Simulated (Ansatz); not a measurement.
# C3H8AlB: up Jacob's ladder to CCSD(T)

The task here is to estimate one member of a computed series from the others.

Method: functionals in def2-TZVPP, the program's frozen cores in correlated methods; program: Ansatz 0.2.0, Gaussian basis.

Levels to be run: PBE-D4, r2SCAN-D4, PBE0-D4, B3LYP-D4, ωB97X-V, ωB97M-V, B2PLYP; CCSD(T)/def2-TZVPP; MP2/def2-QZVPP; extrapolation to the limit.

## The relaxed structure

An earlier PBE0-D4 in a triple-zeta def2 set relaxation fixed the geometry.

SMILES `B[C]1([AlH2])CC1`, 13 atoms, charge 0, spin multiplicity 1.

Atoms are counted from 1 here; the program's logs count them from 0.

Bond lengths: B1–C2 1.525 Å, B1–H6 1.205 Å, B1–H7 1.200 Å, C2–Al3 1.934 Å, C2–C4 1.570 Å, C2–C5 1.536 Å, Al3–H8 1.594 Å, Al3–H9 1.587 Å, C4–C5 1.460 Å, C4–H10 1.084 Å, C4–H11 1.085 Å, C5–H12 1.084 Å, C5–H13 1.085 Å. Angles: C2–B1–H6 119.5°, C2–B1–H7 122.2°, H6–B1–H7 118.2°, B1–C2–Al3 122.8°, B1–C2–C4 108.3°, B1–C2–C5 116.5°, Al3–C2–C4 115.1°, Al3–C2–C5 118.1°, C4–C2–C5 56.1°, C2–Al3–H8 117.4°, C2–Al3–H9 122.0°, H8–Al3–H9 120.6°, C2–C4–C5 60.8°, C2–C4–H10 116.9°, C2–C4–H11 116.6°, C5–C4–H10 118.6°, C5–C4–H11 119.3°, H10–C4–H11 114.2° and more.

Set-up of the first run:

Contents of in.yaml:

```yaml
crystal:
  periodic: [false, false, false]
  atoms:
    - {symbol: B, position_ang: [-1.115429, 1.287345, -0.139146]}
    - {symbol: C, position_ang: [-0.144362, 0.155536, 0.180109]}
    - {symbol: Al, position_ang: [-0.507567, -1.189134, 1.521307]}
    - {symbol: C, position_ang: [0.434387, -0.392274, -1.172950]}
    - {symbol: C, position_ang: [1.310245, 0.352138, -0.272902]}
    - {symbol: H, position_ang: [-0.782604, 2.158167, -0.902042]}
    - {symbol: H, position_ang: [-2.226735, 1.323331, 0.313309]}
    - {symbol: H, position_ang: [0.531414, -2.390225, 1.654445]}
    - {symbol: H, position_ang: [-1.787622, -1.119645, 2.456715]}
    - {symbol: H, position_ang: [0.094872, 0.089315, -2.082868]}
    - {symbol: H, position_ang: [0.546006, -1.468213, -1.253439]}
    - {symbol: H, position_ang: [1.596192, 1.358785, -0.555774]}
    - {symbol: H, position_ang: [2.071604, -0.199728, 0.268137]}
basis:
  gaussian: {orbitals: def2-TZVPP}
hamiltonian: {xc: pbe, dispersion: d4}
output: {forces: true, orbitals: {seedname: orbitals}}
```

Launch:

```sh
$ ansatz run in.yaml --threads 4 --pin off --events-out ev --progress --plain --max-ram 10444MiB
```

Among the steps run: PBE-D4 (GGA); r2SCAN-D4 (meta-GGA); PBE0-D4 (hybrid); B3LYP-D4 (hybrid); ωB97X-V (range-separated); ωB97M-V (range-separated); B2PLYP (double hybrid); CCSD(T) in def2-TZVPP; MP2 in def2-QZVPP.

One of the session's tables, all rows but one given; the rest of the session is left out.

It belongs to the step «Atomisation energies». 

```
            method  atomisation energy (kJ/mol)
            PBE-D4                       4806.6
         r2SCAN-D4                       4761.9
           PBE0-D4                       4764.9
          B3LYP-D4                       4736.9
           ωB97X-V                       4752.6
           ωB97M-V                       4754.2
            B2PLYP                       4688.9
     HF/def2-TZVPP                            ?
    MP2/def2-TZVPP                       4687.3
   CCSD/def2-TZVPP                       4562.9
CCSD(T)/def2-TZVPP                       4621.9
           MP2/CBS                       4787.7
       CCSD(T)/CBS                       4722.3
```

Estimate the missing values for HF/def2-TZVPP.

The run gave: atomisation energy (kJ/mol): 3606.7. In the column «atomisation energy (kJ/mol)» it is the lowest.

Caveats from the session: Free atoms (1 B, 3 C, 1 Al, 8 H) were run apart at each level; the atomisation energy is their sum less the molecule, without zero-point or spin-orbit terms.
